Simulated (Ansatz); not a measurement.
# C2H8B2ClN: the cost of one run

Method: RKS BLYP-D4/def2-mTZVP, in Ansatz 0.2.0.

### Step 1. The structure to begin with

Bond lengths: B1–C2 1.550 Å, C2–B3 1.574 Å, B3–N4 1.616 Å, B3–C5 1.584 Å, C5–Cl6 1.768 Å, B1–H7 1.167 Å, B1–H8 1.213 Å, C2–H9 1.069 Å, C2–H10 1.111 Å, N4–H11 1.060 Å, N4–H12 0.991 Å, C5–H13 1.163 Å, C5–H14 1.112 Å. Angles (14 of 21 angles, heavy atoms first): B1–C2–B3 110.3°, C2–B3–N4 119.9°, C2–B3–C5 122.7°, N4–B3–C5 117.3°, B3–C5–Cl6 111.1°, B1–C2–H9 111.1°, B1–C2–H10 106.2°, B3–C2–H9 108.2°, B3–C2–H10 109.6°, C2–B1–H7 123.3°, C2–B1–H8 117.6°, B3–N4–H11 103.4°, B3–N4–H12 107.9°, B3–C5–H13 109.8°.

Structure file:

```xyz
14

B    -1.8078   -0.9842    0.4352
C    -0.5553   -1.0831   -0.4733
B     0.5165   -0.0129   -0.0439
N     1.9192   -0.4903    0.6012
C     0.3068    1.5418   -0.2594
Cl    0.1632    1.9312   -1.9785
H    -1.7695   -1.1021    1.5959
H    -2.8535   -0.6544   -0.0842
H    -0.8074   -0.9104   -1.4981
H    -0.1436   -2.1043   -0.3242
H     1.9108   -0.0466    1.5636
H     2.6510   -0.1317    0.0368
H    -0.6745    1.8835    0.2626
H     1.1313    2.1344    0.1950
```

### Step 2. End point A

File input.yaml:

```yaml
crystal:
  periodic: [false, false, false]
  atoms:
    - { symbol: B, position_ang: [-1.8078, -0.9842, 0.4352] }
    - { symbol: C, position_ang: [-0.5553, -1.0831, -0.4733] }
    - { symbol: B, position_ang: [0.5165, -0.0129, -0.0439] }
    - { symbol: "N", position_ang: [1.9192, -0.4903, 0.6012] }
    - { symbol: C, position_ang: [0.3068, 1.5418, -0.2594] }
    - { symbol: Cl, position_ang: [0.1632, 1.9312, -1.9785] }
    - { symbol: H, position_ang: [-1.7695, -1.1021, 1.5959] }
    - { symbol: H, position_ang: [-2.8535, -0.6544, -0.0842] }
    - { symbol: H, position_ang: [-0.8074, -0.9104, -1.4981] }
    - { symbol: H, position_ang: [-0.1436, -2.1043, -0.3242] }
    - { symbol: H, position_ang: [1.9108, -0.0466, 1.5636] }
    - { symbol: H, position_ang: [2.651, -0.1317, 0.0368] }
    - { symbol: H, position_ang: [-0.6745, 1.8835, 0.2626] }
    - { symbol: H, position_ang: [1.1313, 2.1344, 0.195] }
basis:
  gaussian: { orbitals: def2-mTZVP }
hamiltonian:
  xc: blyp
  dispersion: d4
relax:
  f_tol: 0.015
  max_steps: 40
output:
  orbitals: {}
```

Command:

```bash
> ansatz run input.yaml --threads 2 --pin off --max-ram 3072MiB --backend cpu --events-out ev --progress --plain --runs-dir out
```

Q: Estimate wall time and peak memory on 2 threads of Arm Neoverse V1, shared host.

About 1.8 min, with a peak of 0.19 GiB.
